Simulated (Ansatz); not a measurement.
# C3H7BOSi: a ladder of functionals and wavefunction methods

The task here is to estimate one member of a computed series from the others.

Computed with Ansatz 0.2.0, Gaussian basis. Level: functionals in def2-TZVPP, the program's frozen cores in correlated methods.

Plan: LDA (SPW92), PBE-D4, revPBE-D4, BLYP-D4, r2SCAN-D4, B97M-V, PBE0-D4, B3LYP-D4, r2SCANh-D4, r2SCAN0-D4, HSE06-D4, BHLYP-D4, CAM-B3LYP-D4, LC-ωPBE, ωB97X-V, ωB97M-V, B2PLYP, PBE-QIDH; CCSD(T)/def2-SVP; CCSD(T)/def2-TZVPP; MP2/def2-QZVPP; extrapolation to the limit; RPA on PBE.

## The geometry

All runs share one geometry, relaxed beforehand with PBE0-D4 in a triple-zeta def2 set.

SMILES `CC#CB(O)[SiH3]`, 13 atoms, charge 0, spin multiplicity 1.

Atoms are counted from 1 here; the program's logs count them from 0.

Bond lengths: C1–C2 1.446 Å, C1–H7 1.093 Å, C1–H8 1.093 Å, C1–H9 1.093 Å, C2–C3 1.211 Å, C3–B4 1.520 Å, B4–O5 1.358 Å, B4–Si6 2.029 Å, O5–H10 0.963 Å, Si6–H11 1.491 Å, Si6–H12 1.489 Å, Si6–H13 1.491 Å. Angles: C2–C1–H7 110.9°, C2–C1–H8 111.2°, C2–C1–H9 110.3°, H7–C1–H8 108.4°, H7–C1–H9 107.8°, H8–C1–H9 108.1°, C1–C2–C3 179.9°, C2–C3–B4 176.3°, C3–B4–O5 121.4°, C3–B4–Si6 119.9°, O5–B4–Si6 118.7°, B4–O5–H10 112.6°, B4–Si6–H11 110.0°, B4–Si6–H12 113.1°, B4–Si6–H13 110.0°, H11–Si6–H12 108.3°, H11–Si6–H13 107.1°, H12–Si6–H13 108.3°.

Set-up of the first run:

in.yaml reads:

```yaml
crystal:
  periodic: [false, false, false]
  atoms:
    - {symbol: C, position_ang: [0.227580, -2.214008, 1.894689]}
    - {symbol: C, position_ang: [0.352636, -1.083744, 1.001275]}
    - {symbol: C, position_ang: [0.458703, -0.135496, 0.255240]}
    - {symbol: B, position_ang: [0.495354, 1.043969, -0.702519]}
    - {symbol: O, position_ang: [1.635922, 1.750024, -0.911276]}
    - {symbol: Si, position_ang: [-1.186487, 1.589800, -1.698542]}
    - {symbol: H, position_ang: [1.077483, -2.892596, 1.787564]}
    - {symbol: H, position_ang: [-0.688730, -2.774776, 1.695550]}
    - {symbol: H, position_ang: [0.198897, -1.875616, 2.933851]}
    - {symbol: H, position_ang: [2.377668, 1.416642, -0.394882]}
    - {symbol: H, position_ang: [-1.685233, 0.449697, -2.519819]}
    - {symbol: H, position_ang: [-0.978810, 2.757429, -2.598529]}
    - {symbol: H, position_ang: [-2.264580, 1.933877, -0.727703]}
basis:
  gaussian: {orbitals: def2-TZVPP}
hamiltonian: {xc: lda}
output: {orbitals: {seedname: orbitals}}
```

The run is started by

```console
$ ansatz run in.yaml --threads 4 --pin off --events-out ev --progress --plain --max-ram 10444MiB
```

Among the steps run: LDA; PBE-D4 (GGA); revPBE-D4 (GGA); BLYP-D4 (GGA); r2SCAN-D4 (meta-GGA); B97M-V (meta-GGA); PBE0-D4 (hybrid); B3LYP-D4 (hybrid); r2SCANh-D4 (hybrid); r2SCAN0-D4 (hybrid); HSE06-D4 (hybrid); BHLYP-D4 (hybrid); CAM-B3LYP-D4 (range-separated); LC-ωPBE (range-separated); ωB97X-V (range-separated); ωB97M-V (range-separated); B2PLYP (double hybrid); PBE-QIDH (double hybrid).

One table of the session follows, with a row left open; its other results are not shown here.

It belongs to the step «Orbital energies across the functionals». 

```
  functional  HOMO (eV)  gap (eV)
 LDA (SPW92)      -6.46      3.98
      PBE-D4      -6.34      4.07
   revPBE-D4      -6.28      4.11
     BLYP-D4      -6.20      4.11
   r2SCAN-D4      -6.55      4.50
      B97M-V      -6.62      4.57
     PBE0-D4      -7.51      6.13
    B3LYP-D4      -7.30      5.75
  r2SCANh-D4      -6.99      5.26
  r2SCAN0-D4      -7.65      6.40
    HSE06-D4      -7.11      5.36
    BHLYP-D4      -8.57      8.25
CAM-B3LYP-D4      -8.83      8.59
     LC-ωPBE     -10.17     11.03
     ωB97X-V      -9.81     10.60
     ωB97M-V          ?         ?
```

Q: Estimate the row for ωB97M-V from the others.

As computed: HOMO (eV): -9.65; gap (eV): 10.29. In the column «HOMO (eV)» it lies between ωB97X-V (-9.81) and CAM-B3LYP-D4 (-8.83).
